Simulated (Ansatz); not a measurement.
# CH₈InNOSi: small, medium and large basis sets

How large a basis does CH₈InNOSi need? Two functionals are run in growing sets.

Computed with Ansatz 0.2.0, Gaussian basis. Level: one geometry, several basis sets.

The runs, in order: PBE0-D4/def2-SVP; ωB97M-V/def2-SVP; PBE0-D4/def2-QZVPP; ωB97M-V/def2-QZVPP; the functionals' def2-TZVPP values are taken from earlier runs.

**1. The relaxed structure**

All runs share one geometry, relaxed beforehand with PBE0-D4 in a triple-zeta def2 set. In takes the def2 core potential; no spin-orbit term is included.

SMILES `[CH3][In]([NH2])[O][SiH3]`, 13 atoms, charge 0, spin multiplicity 1.

Atoms are counted from 1 here; the program's logs count them from 0.

Bond lengths: C1–In2 2.121 Å, C1–H6 1.090 Å, C1–H7 1.090 Å, C1–H8 1.089 Å, In2–N3 2.006 Å, In2–O4 2.004 Å, N3–H9 1.010 Å, N3–H10 1.008 Å, O4–Si5 1.617 Å, Si5–H11 1.491 Å, Si5–H12 1.499 Å, Si5–H13 1.492 Å. Angles: In2–C1–H6 108.6°, In2–C1–H7 109.0°, In2–C1–H8 111.4°, H6–C1–H7 108.7°, H6–C1–H8 109.7°, H7–C1–H8 109.5°, C1–In2–N3 137.2°, C1–In2–O4 114.6°, N3–In2–O4 107.9°, In2–N3–H9 116.9°, In2–N3–H10 120.4°, H9–N3–H10 110.1°, In2–O4–Si5 136.8°, O4–Si5–H11 111.0°, O4–Si5–H12 112.0°, O4–Si5–H13 111.5°, H11–Si5–H12 107.1°, H11–Si5–H13 107.9° and more.

**2. PBE0-D4 in def2-SVP**

File in.yaml:

```yaml
crystal:
  periodic: [false, false, false]
  atoms:
    - {symbol: C, position_ang: [-0.692399, 2.168158, -1.532975]}
    - {symbol: In, position_ang: [-0.317873, 0.256301, -0.694530]}
    - {symbol: N, position_ang: [-0.430543, -1.657344, -1.286817]}
    - {symbol: O, position_ang: [0.544496, 0.292853, 1.114432]}
    - {symbol: Si, position_ang: [1.033730, -0.792385, 2.209145]}
    - {symbol: H, position_ang: [0.226665, 2.752559, -1.489250]}
    - {symbol: H, position_ang: [-1.455169, 2.672708, -0.939736]}
    - {symbol: H, position_ang: [-1.028624, 2.089447, -2.565499]}
    - {symbol: H, position_ang: [-0.370084, -2.362115, -0.566487]}
    - {symbol: H, position_ang: [-1.098331, -1.935712, -1.988861]}
    - {symbol: H, position_ang: [0.490383, -0.470602, 3.560034]}
    - {symbol: H, position_ang: [0.576523, -2.178826, 1.869077]}
    - {symbol: H, position_ang: [2.521247, -0.835051, 2.311466]}
basis:
  gaussian: {orbitals: def2-SVP}
hamiltonian: {xc: pbe0, dispersion: d4}
output: {orbitals: {seedname: orbitals}}
```

The run is started by

```bash
> ansatz run in.yaml --threads 2 --pin off --events-out ev --progress --plain --max-ram 22528MiB --backend cpu
```

Further steps of the session: ωB97M-V in def2-SVP; PBE0-D4 in def2-QZVPP; ωB97M-V in def2-QZVPP.

Before running them: what should the planned runs give, taken together? Wanted: PBE0-D4: double and triple zeta above quadruple; ωB97M-V: double and triple zeta above quadruple.

**Answer**, as computed:

| quantity | value |
| --- | --- |
| PBE0-D4: double and triple zeta above quadruple | 9.60, 0.63 eV |
| ωB97M-V: double and triple zeta above quadruple | 9.81, 0.59 eV |

For PBE0-D4 the step from double to triple zeta gains 8.97 eV and the next only 0.63 eV. Total energies overstate the basis error of differences, where much of it tends to cancel. The LUMO of ωB97M-V is positive and keeps falling with the basis (1.00 to 0.31 eV): an unbound level that the basis holds in place.
